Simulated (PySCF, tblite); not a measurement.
**Cl₃HOSi, a small molecule taken as a stand-in for a surface group: NMR shifts, core binding energies and electronic excitations**

Aim: the NMR shifts, core binding energies and electronic excitations of `O[Si](Cl)(Cl)Cl`.

Programs: tblite 0.8.0 and PySCF 2.14.0. All values are calculated, for the isolated system unless a continuum is named. Atoms count from 0, parts from 1.

### 1 Starting point

6 atoms, charge 0, multiplicity 1; geometry: distance geometry start.

### 2 Geometry optimisation with GFN2-xTB

Job settings and geometry (Å):

```
{"job": {"kind": "relax", "xc": "GFN2-xTB", "basis": "xTB"}, "charge": 0, "multiplicity": 1}
Si    -0.341572     0.040672    -0.010112
Cl    -0.618822    -0.583210     1.947235
Cl    -0.763409    -1.599012    -1.260697
Cl    -1.512614     1.683978    -0.482088
O      1.297478     0.494469    -0.332493
H      1.967100    -0.056138     0.134131
```

Level: GFN2-xTB geometry optimisation, gas phase.

On the command line:

```bash
> OMP_NUM_THREADS=1 python cluster_run.py task.json out
```

This one command runs all jobs of the session in turn.

**Question.** The jobs that follow are: PBE0-D3(BJ)/def2-SVP geometry optimisation, gas phase; GIAO PBE0/pcSseg-2 NMR shielding, non-relativistic, gas phase; delta-SCF UKS SCAN, pcX-2 on the ionised atom, pcseg-1 elsewhere, spin-free X2C; TDDFT CAM-B3LYP/def2-SVPD, vertical, gas phase, core orbitals frozen in the response. Predict: point group; rotational constants (main isotopes); ¹H shifts against TMS (PBE0/pcSseg-2); ²⁹Si shifts against TMS (PBE0/pcSseg-2); ³⁵Cl shifts against HCl (PBE0/pcSseg-2, means over atoms taken as alike); ¹⁷O shifts against H2O (PBE0/pcSseg-2); Cl2p binding energies, SCAN/pcX-2; Si2p binding energies, SCAN/pcX-2; O1s binding energies, SCAN/pcX-2; lowest singlet (CAM-B3LYP/def2-SVPD); brightest single state of those computed; lowest triplet; vertical ionisation energy (ΔSCF).

As calculated:

| quantity | value |
| --- | --- |
| point group | Cs |
| rotational constants (main isotopes) | 1.84, 1.80, 1.31 GHz |
| ¹H shifts against TMS (PBE0/pcSseg-2) | 2.67 ppm |
| ²⁹Si shifts against TMS (PBE0/pcSseg-2) | -13.1 ppm |
| ³⁵Cl shifts against HCl (PBE0/pcSseg-2, means over atoms taken as alike) | 152, 121 ppm |
| ¹⁷O shifts against H2O (PBE0/pcSseg-2) | 100.2 ppm |
| Cl2p binding energies, SCAN/pcX-2 | Cl3 207.38, Cl1 207.33 eV |
| Si2p binding energies, SCAN/pcX-2 | Si0 110.29 eV |
| O1s binding energies, SCAN/pcX-2 | O4 539.81 eV |
| lowest singlet (CAM-B3LYP/def2-SVPD) | 7.69 eV (161 nm), f = 0.001 |
| brightest single state of those computed | state 6, 8.61 eV, f = 0.089 |
| lowest triplet | 7.25 eV |
| vertical ionisation energy (ΔSCF) | 11.81 eV |

In words: Over 4 steps the energy fell by 0.080 eV; of the close pairs, Si0–Cl1 changed most, 2.009 to 2.044 Å (PBE0/def2-SVP). At PBE0/pcSseg-2: The largest span, 312 ppm, is at Cl1, Cl2, where the paramagnetic term is -359 ppm. The Cl2p levels computed lie within 0.05 eV of one another, too close to rank. The first singlet state (HOMO→LUMO 0.70, HOMO→LUMO+1 0.20) lies at 7.69 eV and is dark; of the 6 states computed, the strongest absorption comes from states 5 to 6 together at 8.61 eV (the last computed, so partners may be missing). The lowest triplet lies 0.44 eV below the lowest singlet (triplets in Tamm-Dancoff, singlets in full TDDFT). ΔSCF puts the ionisation energy at 11.81 eV, 1.01 eV above −ε(HOMO).
